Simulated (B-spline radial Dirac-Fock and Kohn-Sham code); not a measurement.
# Se²⁵⁺: core levels and X-ray properties

Aim: for the Se²⁵⁺ ion, compute its X-ray form factor and Compton profile and the binding energy of each subshell.

The numbers are computed with B-spline radial Dirac-Fock and Kohn-Sham code (version 2): a free atom or ion on a radial basis; each step names its model.

## Step 1: The system

The Se²⁵⁺ ion in the configuration 1s2 2s2 2p5.

| Property | Result |
| --- | --- |
| nuclear charge | 34 |
| electrons | 9 |
| mass number | 80 |
| nuclear rms radius | 4.14 fm |

Outer shells as boxes (Hund's rule, for the drawing alone; heavy ions are jj-coupled, and the calculation averages over the configuration):

```
[He] core
2s [↑↓]
2p [↑↓][↑↓][↑ ]
```

## Step 2: Form factor and Compton profile

Model: Dirac-Fock average of configuration, finite nucleus; form factor of the spherical density, Waller-Hartree incoherent function, impulse-approximation Compton profiles.

The run's settings:

```ini
task = scatter
Z = 34
charge = 25
configuration = 1s2 2s2 2p5
mass_number = 80
rms_radius = 4.14  # fm
s = [0.0, 0.05, 0.1, 0.15, 0.2, 0.25, 0.3, 0.35, 0.4, 0.45, 0.5, 0.6, 0.7, 0.8, 0.9, 1.0, 1.1, 1.2, 1.4, 1.6, 1.8, 2.0, 2.5, 3.0, 3.5, 4.0, 5.0, 6.0]  # 1/A
pz = [0, 0.1, 0.2, 0.3, 0.4, 0.5, 0.6, 0.8, 1.0, 1.2, 1.4, 1.6, 1.8, 2.0, 2.5, 3.0, 4.0, 5.0, 7.0, 10.0, 15.0, 20.0, 30.0, 40.0, 60.0, 100.0]  # a.u.
photon_energy = [5000, 8047.8, 10000, 20000, 100000, 200000, 500000, 1000000]  # eV
```

## Step 3: Core and valence levels

Model: Dirac-Fock average of configuration, Delta-SCF, finite nucleus, first-order Breit with its frequency dependence, self-energy and vacuum polarisation.

Settings, as recorded:

```ini
task = binding
```

What does the calculation give? Wanted: rms radius of the electron cloud; form factor halves at; Compton profile at zero; deepest level listed, K; least bound, L2,3.

The runs gave:

| quantity | value |
| --- | --- |
| rms radius of the electron cloud | 0.168 bohr |
| form factor halves at | 2.0 1/Å |
| Compton profile at zero | 0.4509 1/a.u. |
| deepest level listed, K (1s) | 14008.5 eV |
| least bound, L2,3 (2p) | 2689.9 eV |
| ionisation energy, NIST (semi-empirical) | 2674.00 eV |

The form factor starts at the 9 electrons and halves by s = 2.0 1/Å. Incoherent scattering outweighs coherent from 200 keV on, among the energies asked. The K (1s) level lies 17.4 eV under Koopmans' value by relaxation alone; Breit gives -17.88 and QED -8.97 eV. NIST's ionisation energy differs by -15.88 eV from the least binding energy; the calculation averages open shells over their j components and terms. The Hartree-Fock and Dirac-Fock values hold no electron correlation.
